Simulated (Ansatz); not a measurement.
# NbRu: stress in a strained cell

Aim: deform NbRu (equal xy, yz and zx engineering shear strains of -1 %) and compute stress, forces and field gradients with LAPW, PAW and all-electron datasets made for the crystal.

Computed with Ansatz 0.2.0 (DFT PBEsol, scalar-relativistic, unless a step's input says otherwise).

## 1. The system as given

It takes space group Pm-3m (No. 221, cubic). Conventional cell: a = 3.184 Å, b = 3.184 Å, c = 3.184 Å, α = 90.00°, β = 90.00°, γ = 90.00°. Nb (site symmetry m-3m) is surrounded by 8 Ru at 2.76 Å. Ru (site symmetry m-3m) is surrounded by 8 Nb at 2.76 Å.

Structure file:

```xyz
2
Lattice="3.1840 0.0000 0.0000 0.0000 3.1840 0.0000 0.0000 0.0000 3.1840" Properties=species:S:1:pos:R:3 pbc="T T T"
Nb    0.0000    0.0000    0.0000
Ru    1.5920    1.5920    1.5920
```

Atoms are numbered in the order of the input: Nb1, Ru2.

## 2. After the deformation

Space group Pm-3m before, R-3m after.

## 3. Full-potential LAPW

File input.yaml:

```yaml
crystal:
  lattice:
    - [3.184, -0.01592, -0.01592]
    - [-0.01592, 3.184, -0.01592]
    - [-0.01592, -0.01592, 3.184]
  atoms:
    - { symbol: Nb, position: [0.0, 0.0, 0.0] }
    - { symbol: Ru, position: [0.5, 0.5, 0.5] }
kpoints:
  mp_grid: { grid: [11, 11, 11] }
  band_path:
    path:
      - [0.0, 0.0, 0.0]
      - [0.5, 0.0, 0.0]
      - [0.5, -0.5, 0.5]
      - [0.4901240068, -0.5098759932, 0.4901240068]
      - [0.4901240068, 0.4901240068, 0.4901240068]
      - [0.0, 0.0, 0.0]
      - [0.5, -0.5, 0.0]
    npoints: 5
scf:
  occupations: { method: fermi_dirac, width: 0.03 }
hamiltonian:
  xc: pbesol
  pseudopotentials: { kind: all_electron, lapw: { basis_error: 0.00025 } }
output:
  forces: true
  stress: true
  eigenvalues: true
```

On the command line:

```sh
> ansatz run input.yaml --threads 1 --pin off --max-ram 3072MiB --backend cpu --events-out ev --progress --plain --runs-dir out
```

## 4. Frozen-core PAW

File input.yaml:

```yaml
crystal:
  lattice:
    - [3.184, -0.01592, -0.01592]
    - [-0.01592, 3.184, -0.01592]
    - [-0.01592, -0.01592, 3.184]
  atoms:
    - { symbol: Nb, position: [0.0, 0.0, 0.0] }
    - { symbol: Ru, position: [0.5, 0.5, 0.5] }
kpoints:
  mp_grid: { grid: [11, 11, 11] }
scf:
  occupations: { method: fermi_dirac, width: 0.03 }
hamiltonian:
  xc: pbesol
  pseudopotentials: { kind: paw }
output:
  forces: true
  stress: true
  eigenvalues: true
  efg: { contact_densities: true }
  write_density: true
  write_potential: true
  elf: true
  volumetric_format: npy
```

## 5. All-electron PAW on datasets made for the crystal

Edit input.yaml of step 4 so:

```diff
@@ -14,3 +14,3 @@
   xc: pbesol
-  pseudopotentials: { kind: paw }
+  pseudopotentials: { kind: all_electron, datasets: crystal }
 output:
@@ -20,5 +20 @@
   efg: { contact_densities: true }
-  write_density: true
-  write_potential: true
-  elf: true
-  volumetric_format: npy
```

(Steps that only read results are left out.)

What does the calculation give? Wanted: pressure; largest shear or deviatoric stress.

The runs gave:

| quantity | value |
| --- | --- |
| pressure | LAPW -9.89, PAW -9.87, crystal datasets -9.89 GPa |
| largest shear or deviatoric stress (LAPW) | 0.67 GPa |

**Reading.** The largest part of the stress beyond the pressure is 0.67 GPa in size; the atoms are carried along and not relaxed. No run of the undeformed cell stands beside it, so the pressure holds what the given cell had before the change. PAW: stress within 0.02 GPa of LAPW. Crystal datasets: stress within 0.01 GPa of LAPW.
